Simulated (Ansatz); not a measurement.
**MgRh: how the settings move a single-point run**

Question: which choices in the input matter for MgRh?

Program: Ansatz 0.2.0. Level of theory: reference: DFT, PBEsol, all-electron LAPW, scalar-relativistic; levels and slopes on a fine mesh, independent-particle optical spectra. These are calculated values, not measurements.

1 further run of the same task is left out (set aside as unsound or not needed).

### 1 Starting point

It takes space group Pm-3m (No. 221, cubic). The conventional cell has a = 3.083 Å, b = 3.083 Å, c = 3.083 Å, α = 90.00°, β = 90.00°, γ = 90.00°. Mg (site symmetry m-3m) is surrounded by 8 Rh at 2.67 Å. Rh (site symmetry m-3m) is surrounded by 8 Mg at 2.67 Å.

As a file:

```cif
data_structure
_symmetry_space_group_name_H-M 'Pm-3m'
_symmetry_Int_Tables_number 221
_cell_length_a 3.0833
_cell_length_b 3.0833
_cell_length_c 3.0833
_cell_angle_alpha 90.000
_cell_angle_beta 90.000
_cell_angle_gamma 90.000
_cell_volume 29.31
loop_
_atom_site_label
_atom_site_type_symbol
_atom_site_symmetry_multiplicity
_atom_site_Wyckoff_symbol
_atom_site_fract_x
_atom_site_fract_y
_atom_site_fract_z
_atom_site_occupancy
Mg1 Mg 1 a 0.00000 0.00000 0.00000 1
Rh1 Rh 1 b 0.50000 0.50000 0.50000 1
```

### 2 Reference

input.yaml

```yaml
crystal:
  lattice:
    - [3.08327321861, 0.0, 0.0]
    - [0.0, 3.08327321861, 0.0]
    - [0.0, 0.0, 3.08327321861]
  atoms:
    - { symbol: Mg, position: [0.0, 0.0, 0.0] }
    - { symbol: Rh, position: [0.5, 0.5, 0.5] }
kpoints:
  mp_grid: { grid: [10, 10, 10] }
scf:
  occupations: { method: fermi_dirac, width: 0.05 }
hamiltonian:
  xc: pbesol
  pseudopotentials: { kind: all_electron, lapw: { basis_error: 0.001 } }
output:
  forces: true
  stress: true
  eigenvalues: true
  eigenstates:
    nscf_kmesh: { grid: [20, 20, 20] }
    de_dk: true
    e_range: [-14, 14]
  optics:
    e_range: [0, 25]
    de: 0.2
    sigma: 0.2
    bands: { spectra_wanted_up_to: 25 }
    nscf_kmesh: { grid: [20, 20, 20] }
    drude_damping: 0.05
checkpoint:
  write: ck
  write_wavefunctions: false
```

Started as:

```sh
> ansatz run input.yaml --threads 1 --pin off --max-ram 3072MiB --backend cpu --events-out ev --progress --plain --runs-dir out
```

### 3 Variant: preconditioner ldos

input.yaml, as its differences from that of step 2:

```diff
@@ -12,2 +12,3 @@
   occupations: { method: fermi_dirac, width: 0.05 }
+  mixing: { preconditioner: ldos }
 hamiltonian:
```

### 4 Changed: mp_grid.grid [7, 7, 7], accuracy low

input.yaml, as its differences from that of step 2:

```diff
@@ -9,3 +9,3 @@
 kpoints:
-  mp_grid: { grid: [10, 10, 10] }
+  mp_grid: { grid: [7, 7, 7] }
 scf:
@@ -33 +33,2 @@
   write_wavefunctions: false
+accuracy: low
```

Before running it: what results should come out? Wanted: for each run, ending; energy change; pressure; gap; force.

As calculated:

| run | ending | energy change | pressure (GPa) | gap (eV) | force (eV/Å) | cycles | time |
| --- | --- | --- | --- | --- | --- | --- | --- |
| reference | converged | 0 | 0.0 | 0.00 | 0.00 | - | 1.7 min |
| 1: preconditioner ldos | converged | 0.0 meV/atom | 0.0 | 0.00 | 0.00 | 10 | 1.8 min |
| 2: mp_grid.grid [7, 7, 7], accuracy low | converged | +3.9 meV/atom | 0.0 | 0.00 | 0.00 | 10 | 75 s |

Residual by cycle in the longest SCF loop of each run; runs are numbered as in the table. The quantity is the density residual dr2, in eV.

```
cycle  reference    run 1    run 2
    1     0.0686   0.0686   0.0732
    2      0.352   0.0893    0.356
    3       0.02  0.00235   0.0188
    4     1.2e-4   5.9e-5   1.5e-5
    5     1.2e-5   3.5e-6   9.8e-6
    6     2.0e-7   4.5e-8   3.8e-7
    7    6.2e-10   2.5e-9  9.2e-10
    8    5.2e-11  2.7e-10  5.4e-12
    9    2.3e-13  6.7e-12  2.0e-13
   10          -  9.5e-15  1.8e-14
```

Of the converged runs whose energies compare with the reference's, «mp_grid.grid [7, 7, 7], accuracy low» moves the energy most (+3.9 meV/atom) and «preconditioner ldos» least (0.0 meV/atom).
